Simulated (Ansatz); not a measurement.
**CH3ClGeO: how energies converge with the basis set**

The task here is to estimate one member of a computed series from the others.

Method: one geometry, several basis sets; program: Ansatz 0.2.0, Gaussian basis.

Levels to be run: PBE0-D4/def2-SVP; ωB97M-V/def2-SVP; PBE0-D4/def2-QZVPP; ωB97M-V/def2-QZVPP; the functionals' def2-TZVPP values are taken from earlier runs.

### Structure used throughout

An earlier PBE0-D4 in a triple-zeta def2 set relaxation fixed the geometry.

SMILES `O=[CH][GeH2][Cl]`, 7 atoms, charge 0, spin multiplicity 1.

Atoms are counted from 1 here; the program's logs count them from 0.

Bond lengths: O1–C2 1.197 Å, C2–Ge3 2.008 Å, C2–H5 1.114 Å, Ge3–Cl4 2.157 Å, Ge3–H6 1.533 Å, Ge3–H7 1.533 Å. Angles: O1–C2–Ge3 120.9°, O1–C2–H5 121.5°, Ge3–C2–H5 117.6°, C2–Ge3–Cl4 106.1°, C2–Ge3–H6 111.1°, C2–Ge3–H7 111.1°, Cl4–Ge3–H6 108.1°, Cl4–Ge3–H7 108.1°, H6–Ge3–H7 112.2°.

The first run:

in.yaml

```yaml
crystal:
  periodic: [false, false, false]
  atoms:
    - {symbol: O, position_ang: [0.989568, -1.661571, 0.986995]}
    - {symbol: C, position_ang: [0.237049, -1.207752, 0.174257]}
    - {symbol: Ge, position_ang: [-0.025483, 0.775297, 0.004313]}
    - {symbol: Cl, position_ang: [-1.457432, 1.054862, -1.583744]}
    - {symbol: H, position_ang: [-0.341476, -1.865551, -0.513229]}
    - {symbol: H, position_ang: [-0.619118, 1.365230, 1.288777]}
    - {symbol: H, position_ang: [1.278191, 1.471485, -0.403070]}
basis:
  gaussian: {orbitals: def2-SVP}
hamiltonian: {xc: pbe0, dispersion: d4}
output: {orbitals: {seedname: orbitals}}
```

On the command line:

```console
ansatz run in.yaml --threads 2 --pin off --events-out ev --progress --plain --max-ram 4352MiB
```

Among the steps run: PBE0-D4 in def2-SVP; ωB97M-V in def2-SVP; PBE0-D4 in def2-QZVPP; ωB97M-V in def2-QZVPP.

One of the session's tables, all rows but one given; the rest of the session is left out.

It belongs to the step «Density functionals: the series». 

| functional | basis | HOMO (eV) | LUMO (eV) |
| --- | --- | --- | --- |
| PBE0-D4 | def2-SVP | -7.31 | -1.74 |
| PBE0-D4 | def2-TZVPP | -7.45 | -1.95 |
| PBE0-D4 | def2-QZVPP | -7.48 | -2.01 |
| ωB97M-V | def2-SVP | ? | ? |
| ωB97M-V | def2-TZVPP | -9.67 | 0.35 |
| ωB97M-V | def2-QZVPP | -9.71 | 0.25 |

Q: Estimate the row for ωB97M-V, def2-SVP from the others.

The run gave: HOMO (eV): -9.50; LUMO (eV): 0.65. In the column «HOMO (eV)» it lies between ωB97M-V, def2-TZVPP (-9.67) and PBE0-D4, def2-QZVPP (-7.48).
